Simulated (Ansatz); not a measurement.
**CH₄BBrSi: up Jacob's ladder to CCSD(T)**

An exercise on one series of results from a longer session: the logs are not shown, and one member is left open.

Method: functionals in def2-TZVPP, the program's frozen cores in correlated methods; program: Ansatz 0.2.0, Gaussian basis.

Plan: LDA (SPW92), PBE-D4, revPBE-D4, BLYP-D4, r2SCAN-D4, B97M-V, PBE0-D4, B3LYP-D4, r2SCANh-D4, r2SCAN0-D4, HSE06-D4, BHLYP-D4, CAM-B3LYP-D4, LC-ωPBE, ωB97X-V, ωB97M-V, B2PLYP, PBE-QIDH; CCSD(T)/def2-SVP; CCSD(T)/def2-TZVPP; MP2/def2-QZVPP; extrapolation to the limit; RPA on PBE.

**The geometry**

All runs share one geometry, relaxed beforehand with PBE0-D4 in a triple-zeta def2 set.

SMILES `Br[SiH]1BC1`, 8 atoms, charge 0, spin multiplicity 1.

Atoms are counted from 1 here; the program's logs count them from 0.

Bond lengths: Br1–Si2 2.215 Å, Si2–B3 1.887 Å, Si2–C4 2.037 Å, Si2–H5 1.477 Å, B3–C4 1.482 Å, B3–H6 1.185 Å, C4–H7 1.096 Å, C4–H8 1.089 Å. Angles: Br1–Si2–B3 123.5°, Br1–Si2–C4 126.6°, Br1–Si2–H5 107.2°, B3–Si2–C4 44.2°, B3–Si2–H5 129.0°, C4–Si2–H5 102.4°, Si2–B3–C4 73.3°, Si2–B3–H6 138.5°, C4–B3–H6 131.9°, Si2–C4–B3 62.5°, Si2–C4–H7 82.4°, Si2–C4–H8 143.4°, B3–C4–H7 125.0°, B3–C4–H8 123.6°, H7–C4–H8 110.1°.

Set-up of the first run:

Input file in.yaml:

```yaml
crystal:
  periodic: [false, false, false]
  atoms:
    - {symbol: Br, position_ang: [-1.946326, 1.950019, -0.817232]}
    - {symbol: Si, position_ang: [-0.026084, 0.878927, -0.551390]}
    - {symbol: B, position_ang: [0.527554, 0.121930, 1.085988]}
    - {symbol: C, position_ang: [0.220263, -1.007397, 0.176567]}
    - {symbol: H, position_ang: [0.614106, 0.791449, -1.879536]}
    - {symbol: H, position_ang: [0.337254, 0.278339, 2.245378]}
    - {symbol: H, position_ang: [0.683732, -1.169201, -0.803001]}
    - {symbol: H, position_ang: [-0.318197, -1.901067, 0.487526]}
basis:
  gaussian: {orbitals: def2-TZVPP}
hamiltonian: {xc: lda}
output: {orbitals: {seedname: orbitals}}
```

Command:

```sh
> ansatz run in.yaml --threads 2 --pin off --events-out ev --progress --plain --max-ram 4352MiB
```

Steps of the session up to this table: LDA; PBE-D4 (GGA); revPBE-D4 (GGA); BLYP-D4 (GGA); r2SCAN-D4 (meta-GGA); B97M-V (meta-GGA); B3LYP-D4 (hybrid); r2SCANh-D4 (hybrid); r2SCAN0-D4 (hybrid); HSE06-D4 (hybrid); BHLYP-D4 (hybrid); CAM-B3LYP-D4 (range-separated); LC-ωPBE (range-separated); ωB97X-V (range-separated); ωB97M-V (range-separated); B2PLYP (double hybrid); PBE-QIDH (double hybrid).

One table of the session follows, with a row left open; its other results are not shown here.

It belongs to the step «Orbital energies across the functionals». 

| functional | HOMO (eV) | LUMO (eV) | gap (eV) |
| --- | --- | --- | --- |
| LDA (SPW92) | -6.24 | -2.66 | 3.58 |
| PBE-D4 | -6.11 | -2.44 | 3.66 |
| revPBE-D4 | -6.06 | -2.36 | 3.70 |
| BLYP-D4 | -5.95 | -2.25 | 3.70 |
| r2SCAN-D4 | -6.30 | -2.21 | 4.09 |
| B97M-V | -6.33 | -2.18 | 4.15 |
| PBE0-D4 | -7.15 | -1.54 | 5.61 |
| B3LYP-D4 | ? | ? | ? |
| r2SCANh-D4 | -6.69 | -1.89 | 4.80 |
| r2SCAN0-D4 | -7.28 | -1.42 | 5.86 |
| HSE06-D4 | -6.76 | -1.92 | 4.84 |
| BHLYP-D4 | -8.04 | -0.50 | 7.54 |
| CAM-B3LYP-D4 | -8.39 | -0.40 | 7.98 |
| LC-ωPBE | -9.69 | 0.67 | 10.36 |
| ωB97X-V | -9.35 | 0.60 | 9.95 |
| ωB97M-V | -9.21 | 0.41 | 9.62 |

**Question.** Estimate the row for B3LYP-D4.

Worked estimate for «HOMO (eV)». Against the share of exact exchange, BLYP-D4 (0, -5.95), BHLYP-D4 (0.5, -8.04) give a slope of -4.18 per unit share; at 0.2 the line stands at -6.79.

**Answer.** HOMO (eV): -6.94; LUMO (eV): -1.70; gap (eV): 5.24. In «HOMO (eV)» the line misses by +0.15.
